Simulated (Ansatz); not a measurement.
# ZnAu: a single-point run

The task is a single-point run on ZnAu. The structure is shown as the input types it.

Method: DFT, PBEsol, PAW with Ansatz's default frozen-core files, scalar-relativistic; levels and slopes on a fine mesh, independent-particle optical spectra, in Ansatz 0.2.0.

## (1) The starting structure

Symmetry: Pm-3m, No. 221, cubic system. The conventional cell has a = 3.129 Å, b = 3.129 Å, c = 3.129 Å, α = 90.00°, β = 90.00°, γ = 90.00°. Zn (site symmetry m-3m) is surrounded by 8 Au at 2.71 Å. Au (site symmetry m-3m) is surrounded by 8 Zn at 2.71 Å.

As a file:

```cif
data_structure
_symmetry_space_group_name_H-M 'P 1'
_symmetry_Int_Tables_number 1
_cell_length_a 3.1287
_cell_length_b 3.1287
_cell_length_c 3.1287
_cell_angle_alpha 90.000
_cell_angle_beta 90.000
_cell_angle_gamma 90.000
_cell_volume 30.63
loop_
_atom_site_label
_atom_site_type_symbol
_atom_site_fract_x
_atom_site_fract_y
_atom_site_fract_z
_atom_site_occupancy
Zn1 Zn 0.50000 0.50000 0.50000 1
Au1 Au 0.00000 0.00000 0.00000 1
```

## (2) Running it

input.yaml reads:

```yaml
crystal:
  lattice:
    - [3.12870088644, 0.0, 0.0]
    - [0.0, 3.12870088644, 0.0]
    - [0.0, 0.0, 3.12870088644]
  atoms:
    - { symbol: Zn, position: [0.5, 0.5, 0.5] }
    - { symbol: Au, position: [0.0, 0.0, 0.0] }
kpoints:
  mp_grid: { grid: [0, 12, 12] }
scf:
  occupations: { method: fermi_dirac, width: 0.08 }
  max_iter: 75
hamiltonian:
  xc: pbesol
  pseudopotentials: { kind: paw }
output:
  forces: true
  stress: true
  eigenvalues: true
  eigenstates:
    nscf_kmesh: { grid: [16, 16, 16] }
    de_dk: true
    e_range: [-14, 14]
  optics:
    e_range: [0, 20]
    de: 0.2
    sigma: 0.15
    bands: { spectra_wanted_up_to: 20 }
    nscf_kmesh: { grid: [16, 16, 16] }
    drude_damping: 0.03
checkpoint:
  write: ck
  write_wavefunctions: false
```

On the command line:

```console
$ ansatz run input.yaml --threads 1 --pin off --max-ram 3072MiB --backend cpu --events-out ev --progress --plain --runs-dir out
```

What happens when this is run?

The run ended at the input check. It says: «invalid value for `kpoints.mp_grid.grid`: each dimension must be in 1..=255»

Look at the input: kpoints.mp_grid.grid is [0, 12, 12]. The k-point mesh is ill-defined.

The cure: set kpoints.mp_grid.grid to [12, 12, 12].
